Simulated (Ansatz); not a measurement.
# Alloy of AlAs and GaP (24 of 64 Al sites, 24 of 64 As sites exchanged), 128 atoms

How does this alloy cell relax, and what gap do PBEsol and HSE06 give?

All numbers are computed with Ansatz 0.2.0 (PAW, plane waves).

### 1 The starting cell

128 atoms (24 Ga, 40 Al, 40 As, 24 P); a = 15.796 Å, b = 15.796 Å, c = 15.796 Å, α = 60.00°, β = 60.00°, γ = 60.00°. All atoms were shaken off their sites by about 0.02 Å along each axis; atoms next to an added one may be pushed further to make room.

Plan of the steps: (2) PBEsol cell relaxation at the single k point (½, ½, ½), on 1 × NVIDIA GB200 with 8 threads of Arm Neoverse-V2; (3) HSE06 single point at the Γ point alone, on 1 × NVIDIA GB200 with 8 threads of Arm Neoverse-V2.

### 2 PBEsol relaxation of the cell and the positions

Input file in.yaml:

```yaml
crystal:
  lattice:
    - [0.000000, 11.169133, 11.169133]
    - [11.169133, 0.000000, 11.169133]
    - [11.169133, 11.169133, 0.000000]
  atoms:
    - { symbol: Ga, position: [0.000963, 0.998949, 0.002222] }
    - { symbol: Ga, position: [0.498305, 0.498468, 0.001504] }
    - { symbol: Ga, position: [0.498486, 0.998924, 0.500776] }
    - { symbol: Ga, position: [0.001758, 0.499365, 0.501839] }
    - { symbol: Ga, position: [0.749959, 0.750480, 0.250122] }
    - { symbol: Ga, position: [0.749419, 0.248630, 0.753254] }
    - { symbol: Ga, position: [0.251894, 0.748435, 0.751289] }
    - { symbol: Ga, position: [0.749765, 0.747682, 0.749683] }
    - { symbol: Ga, position: [0.499501, 0.999659, 0.251115] }
    - { symbol: Ga, position: [0.499204, 0.502221, 0.248537] }
    - { symbol: Ga, position: [0.497856, 0.001791, 0.749977] }
    - { symbol: Ga, position: [0.753286, 0.251121, 0.500696] }
    - { symbol: Ga, position: [0.498717, 0.500738, 0.750561] }
    - { symbol: Ga, position: [0.501857, 0.247664, 0.000344] }
    - { symbol: Ga, position: [0.252526, 0.497826, 0.248319] }
    - { symbol: Ga, position: [0.751531, 0.000637, 0.748264] }
    - { symbol: Ga, position: [0.999355, 0.752556, 0.501552] }
    - { symbol: Ga, position: [0.253560, 0.500043, 0.749881] }
    - { symbol: Ga, position: [0.499159, 0.750434, 0.499480] }
    - { symbol: Ga, position: [0.250467, 0.498925, 0.002424] }
    - { symbol: Ga, position: [0.248588, 0.002637, 0.501965] }
    - { symbol: Ga, position: [0.500801, 0.747779, 0.248517] }
    - { symbol: Ga, position: [0.747911, 0.500373, 0.501315] }
    - { symbol: Ga, position: [0.001424, 0.749247, 0.748278] }
    - { symbol: Al, position: [0.498923, 0.997168, 0.001365] }
    - { symbol: Al, position: [0.000301, 0.498757, 0.999041] }
    - { symbol: Al, position: [0.999043, 0.000096, 0.501937] }
    - { symbol: Al, position: [0.248116, 0.249844, 0.250693] }
    - { symbol: Al, position: [0.747386, 0.252813, 0.250922] }
    - { symbol: Al, position: [0.250794, 0.750509, 0.249731] }
    - { symbol: Al, position: [0.251474, 0.250310, 0.749785] }
    - { symbol: Al, position: [0.501419, 0.501167, 0.499008] }
    - { symbol: Al, position: [0.999797, 0.002614, 0.250642] }
    - { symbol: Al, position: [0.250243, 0.250124, 0.001079] }
    - { symbol: Al, position: [0.749430, 0.250591, 0.999834] }
    - { symbol: Al, position: [0.000415, 0.501728, 0.249214] }
    - { symbol: Al, position: [0.248612, 0.750715, 0.001387] }
    - { symbol: Al, position: [0.000888, 0.000175, 0.749951] }
    - { symbol: Al, position: [0.248250, 0.252316, 0.501989] }
    - { symbol: Al, position: [0.747469, 0.750259, 0.001622] }
    - { symbol: Al, position: [0.998644, 0.498739, 0.750484] }
    - { symbol: Al, position: [0.248451, 0.749175, 0.501884] }
    - { symbol: Al, position: [0.751030, 0.750263, 0.500511] }
    - { symbol: Al, position: [0.997774, 0.252494, 0.999049] }
    - { symbol: Al, position: [0.251553, 0.999881, 0.248087] }
    - { symbol: Al, position: [0.752511, 0.999067, 0.250980] }
    - { symbol: Al, position: [0.999800, 0.749611, 0.999837] }
    - { symbol: Al, position: [0.000333, 0.250776, 0.497718] }
    - { symbol: Al, position: [0.500912, 0.750842, 0.997935] }
    - { symbol: Al, position: [0.250204, 0.002173, 0.747709] }
    - { symbol: Al, position: [0.500997, 0.249942, 0.499118] }
    - { symbol: Al, position: [0.747846, 0.503947, 0.249783] }
    - { symbol: Al, position: [0.751197, 0.500988, 0.747453] }
    - { symbol: Al, position: [0.249731, 0.999693, 0.999720] }
    - { symbol: Al, position: [0.749243, 0.997604, 0.999210] }
    - { symbol: Al, position: [0.000412, 0.251632, 0.251553] }
    - { symbol: Al, position: [0.500913, 0.249952, 0.251237] }
    - { symbol: Al, position: [0.750707, 0.497220, 0.002031] }
    - { symbol: Al, position: [0.752147, 0.000552, 0.498669] }
    - { symbol: Al, position: [0.999806, 0.750514, 0.250401] }
    - { symbol: Al, position: [0.001260, 0.252353, 0.747030] }
    - { symbol: Al, position: [0.250201, 0.500416, 0.499524] }
    - { symbol: Al, position: [0.500968, 0.247259, 0.749548] }
    - { symbol: Al, position: [0.499737, 0.749067, 0.750618] }
    - { symbol: As, position: [0.062868, 0.061985, 0.063843] }
    - { symbol: As, position: [0.313770, 0.312775, 0.310201] }
    - { symbol: As, position: [0.813451, 0.312004, 0.312025] }
    - { symbol: As, position: [0.063270, 0.561191, 0.564064] }
    - { symbol: As, position: [0.564258, 0.562576, 0.564635] }
    - { symbol: As, position: [0.311739, 0.813266, 0.814088] }
    - { symbol: As, position: [0.813818, 0.812562, 0.812316] }
    - { symbol: As, position: [0.064488, 0.063450, 0.310163] }
    - { symbol: As, position: [0.315457, 0.312340, 0.062205] }
    - { symbol: As, position: [0.562542, 0.059235, 0.313167] }
    - { symbol: As, position: [0.811154, 0.312605, 0.061570] }
    - { symbol: As, position: [0.562305, 0.562931, 0.312984] }
    - { symbol: As, position: [0.812806, 0.812442, 0.064191] }
    - { symbol: As, position: [0.563293, 0.061051, 0.813796] }
    - { symbol: As, position: [0.813960, 0.311234, 0.561741] }
    - { symbol: As, position: [0.062960, 0.563336, 0.813088] }
    - { symbol: As, position: [0.312709, 0.814978, 0.560731] }
    - { symbol: As, position: [0.563490, 0.560764, 0.810697] }
    - { symbol: As, position: [0.815750, 0.812837, 0.559736] }
    - { symbol: As, position: [0.563669, 0.308814, 0.062274] }
    - { symbol: As, position: [0.814106, 0.062816, 0.310864] }
    - { symbol: As, position: [0.311943, 0.561286, 0.314048] }
    - { symbol: As, position: [0.563859, 0.813568, 0.059977] }
    - { symbol: As, position: [0.312358, 0.061573, 0.814077] }
    - { symbol: As, position: [0.561570, 0.312868, 0.560972] }
    - { symbol: As, position: [0.065284, 0.809839, 0.563418] }
    - { symbol: As, position: [0.315119, 0.560371, 0.811888] }
    - { symbol: As, position: [0.814369, 0.562105, 0.809903] }
    - { symbol: As, position: [0.311243, 0.060264, 0.062493] }
    - { symbol: As, position: [0.063185, 0.311800, 0.310743] }
    - { symbol: As, position: [0.313137, 0.559827, 0.064438] }
    - { symbol: As, position: [0.313796, 0.062840, 0.560708] }
    - { symbol: As, position: [0.563723, 0.311824, 0.314549] }
    - { symbol: As, position: [0.812978, 0.563831, 0.063307] }
    - { symbol: As, position: [0.814964, 0.063013, 0.559511] }
    - { symbol: As, position: [0.063352, 0.313803, 0.810992] }
    - { symbol: As, position: [0.312747, 0.560951, 0.562651] }
    - { symbol: As, position: [0.563150, 0.814254, 0.311147] }
    - { symbol: As, position: [0.562234, 0.315852, 0.811016] }
    - { symbol: As, position: [0.562086, 0.810579, 0.813267] }
    - { symbol: P, position: [0.563349, 0.059598, 0.062847] }
    - { symbol: P, position: [0.059694, 0.561306, 0.067592] }
    - { symbol: P, position: [0.063615, 0.061787, 0.563183] }
    - { symbol: P, position: [0.564272, 0.563080, 0.059973] }
    - { symbol: P, position: [0.561707, 0.062753, 0.562571] }
    - { symbol: P, position: [0.312291, 0.813298, 0.313823] }
    - { symbol: P, position: [0.312568, 0.311060, 0.814508] }
    - { symbol: P, position: [0.812064, 0.811890, 0.311847] }
    - { symbol: P, position: [0.814091, 0.314135, 0.811673] }
    - { symbol: P, position: [0.060639, 0.563679, 0.312908] }
    - { symbol: P, position: [0.312433, 0.813681, 0.061354] }
    - { symbol: P, position: [0.063317, 0.062727, 0.810401] }
    - { symbol: P, position: [0.315197, 0.311825, 0.563359] }
    - { symbol: P, position: [0.059773, 0.314115, 0.062169] }
    - { symbol: P, position: [0.314015, 0.060347, 0.312279] }
    - { symbol: P, position: [0.062391, 0.811904, 0.062233] }
    - { symbol: P, position: [0.063428, 0.313993, 0.562232] }
    - { symbol: P, position: [0.811252, 0.562795, 0.311720] }
    - { symbol: P, position: [0.812679, 0.063530, 0.811108] }
    - { symbol: P, position: [0.567140, 0.810204, 0.561872] }
    - { symbol: P, position: [0.814582, 0.060699, 0.061609] }
    - { symbol: P, position: [0.059800, 0.815243, 0.311820] }
    - { symbol: P, position: [0.812501, 0.562900, 0.562650] }
    - { symbol: P, position: [0.063336, 0.812795, 0.811553] }
kpoints:
  mp_grid: { grid: [1, 1, 1], shift: [0.5, 0.5, 0.5] }
hamiltonian:
  xc: pbesol
scf:
  occupations: { method: fermi_dirac, width: 0.01 }
relax:
  f_tol: 0.03
  max_steps: 80
  escape_saddle: false
  adjacent_minimum: "off"
  cell: { fix: [shape] }
output:
  forces: true
  eigenvalues: true
  populations: true
```

Run with:

```bash
$ ansatz run in.yaml --threads 8 --pin off --max-ram 118750MiB --runs-dir r --events-out ev --progress --plain --backend cuda --devices 0, --max-vram 170GiB
```

Further steps of the session: HSE06 on the final geometry.

Before running it: what results should come out? Wanted: for each run, top filled to lowest empty.

**Answer**, as computed:

```
             level           time   k points  top filled to lowest empty (eV)
PBEsol, relaxation    7.3 s (GPU)  (½, ½, ½)                             1.66
             HSE06  1.9 min (GPU)          Γ                             2.01
```

```
     quantity                                                                         value
   relaxation                                              4 recorded steps, 2.24 eV gained
largest shift                                                0.11 Å (Al46 and others alike)
 relaxed cell  a = 15.810 Å, b = 15.810 Å, c = 15.810 Å, α = 60.00°, β = 60.00°, γ = 60.00°
   mean bonds                            Al–As 2.446, Al–P 2.383, As–Ga 2.444, Ga–P 2.376 Å
```

**What this shows.** Relaxation gains 2.24 eV, with shifts up to 0.11 Å (Al46 and others alike), while the volume changes by +0.3 %. Part of this undoes the random shake of the start. The mean lengths of the listed bonds run from Ga–P 2.38 Å to Al–As 2.45 Å. Rows on different k points differ by sampling as well as by level. Spin–orbit coupling is left out, which matters for the band edges of the heavier elements here. With one k point the spacing samples only the states that fold onto it, so it can exceed the gap over the zone.
